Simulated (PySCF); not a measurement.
**FH3O2SSi: a look at the electrons**

Aim: take FH3O2SSi and find what binds its two fragments.

Computed with PySCF 2.14.0. Level: levels as typed in each script, gas phase, geometry from GFN2-xTB.

## Step 1: The starting structure

8 atoms, charge 0, spin multiplicity 1.

Bond lengths: Si1–F2 1.619 Å, Si1–H3 1.455 Å, Si1–H4 1.453 Å, Si1–H5 1.454 Å, O6–S7 1.436 Å, S7–O8 1.430 Å. Angles: F2–Si1–H3 102.7°, F2–Si1–H4 103.1°, F2–Si1–H5 102.7°, H3–Si1–H4 115.5°, H3–Si1–H5 115.1°, H4–Si1–H5 115.1°, O6–S7–O8 116.5°.

Geometry (Å):

| atom | x (Å) | y (Å) | z (Å) |
| --- | --- | --- | --- |
| Si1 | 1.6559 | 0.1123 | 0.0101 |
| F2 | 3.2081 | -0.3462 | -0.0158 |
| H3 | 1.3483 | 0.2813 | -1.4020 |
| H4 | 1.6878 | 1.3357 | 0.7931 |
| H5 | 0.9997 | -1.0144 | 0.6536 |
| O6 | -0.8909 | 0.9722 | 0.0019 |
| S7 | -2.0949 | 0.1888 | -0.0068 |
| O8 | -1.9307 | -1.2321 | 0.0062 |

## Step 2: Binding of the two fragments (PBE/6-31+g*)

Contents of input.py:

```python
import numpy as np
from pyscf import gto, scf, dft
from pyscf.scf import atom_ks, atom_hf
from scipy.linalg import block_diag
from pyscf.dispersion import dftd3

def solve(mol, dm0=None, hcore=None):
    mf = (dft.UKS if mol.spin else dft.RKS)(mol, xc='pbe')
    mf.grids.level = 3
    mf = mf.density_fit(auxbasis='def2-universal-jkfit')
    mf.conv_tol, mf.max_cycle = 1e-8, 80
    if hcore is not None:
        mf.get_hcore = lambda *args: hcore
    mf.kernel(dm0)
    if not mf.converged:
        mf = mf.newton().run(mf.mo_coeff, mf.mo_occ, max_cycle=30)
    assert mf.converged, 'SCF not converged'
    return mf

mol = gto.M(atom='''
Si     1.65589     0.11225     0.01009
F      3.20809    -0.34616    -0.01575
H      1.34828     0.28128    -1.40196
H      1.68780     1.33567     0.79310
H      0.99972    -1.01441     0.65359
O     -0.89090     0.97218     0.00186
S     -2.09490     0.18880    -0.00679
O     -1.93068    -1.23209     0.00617
''', basis='6-31+g*', charge=0, spin=0, verbose=4)
mol_a = gto.M(atom='''
Si     1.65589     0.11225     0.01009
F      3.20809    -0.34616    -0.01575
H      1.34828     0.28128    -1.40196
H      1.68780     1.33567     0.79310
H      0.99972    -1.01441     0.65359
ghost-O     -0.89090     0.97218     0.00186
ghost-S     -2.09490     0.18880    -0.00679
ghost-O     -1.93068    -1.23209     0.00617
''', basis='6-31+g*', charge=0, spin=0, verbose=4)
mol_b = gto.M(atom='''
ghost-Si     1.65589     0.11225     0.01009
ghost-F      3.20809    -0.34616    -0.01575
ghost-H      1.34828     0.28128    -1.40196
ghost-H      1.68780     1.33567     0.79310
ghost-H      0.99972    -1.01441     0.65359
O     -0.89090     0.97218     0.00186
S     -2.09490     0.18880    -0.00679
O     -1.93068    -1.23209     0.00617
''', basis='6-31+g*', charge=0, spin=0, verbose=4)
ab, a, b = solve(mol), solve(mol_a), solve(mol_b)
e_int = ab.e_tot - a.e_tot - b.e_tot
print('counterpoise-corrected interaction energy / kcal/mol', e_int * 627.5095)
def disp(atoms, charge):
    m = gto.M(atom=atoms, charge=charge, basis='sto-3g', spin=None, unit='Bohr', verbose=0)
    return dftd3.DFTD3Dispersion(m, xc='pbe', version='d3bj').get_dispersion()['energy']
e_disp = disp(mol._atom, mol.charge) - disp(mol._atom[:5], mol_a.charge) - disp(mol._atom[5:], mol_b.charge)
print('D3(BJ) part / kcal/mol', e_disp * 627.5095)
# spherically averaged free atoms, for the promolecule
atm = atom_ks.get_atm_nrks(mol, xc='pbe')
pro = block_diag(*[(atm[a[0]][2] * atm[a[0]][3]) @ atm[a[0]][2].T for a in mol._atom])
np.savez('result.npz', e_int=e_int, e_disp=e_disp, dm_a=a.make_rdm1(), dm_b=b.make_rdm1(), c=ab.mo_coeff, occ=ab.mo_occ, eps=ab.mo_energy, pro=pro, d=[f.dip_moment(verbose=0) for f in (ab, a, b)])
```

Started as:

```bash
> OMP_NUM_THREADS=1 python input.py
```

Q: Predict the outcome of this session. Wanted: interaction energy, counterpoise.

As calculated:

| quantity | value |
| --- | --- |
| interaction energy, counterpoise (PBE/6-31+g*) | -1.5 kcal/mol |

The counterpoise-corrected interaction energy of the frozen fragments is −1.5 kcal/mol without dispersion correction and −3.0 kcal/mol with D3(BJ). The pair geometry is semi-empirical, not a minimum at this level. All values hold at the given geometry, in the gas phase.
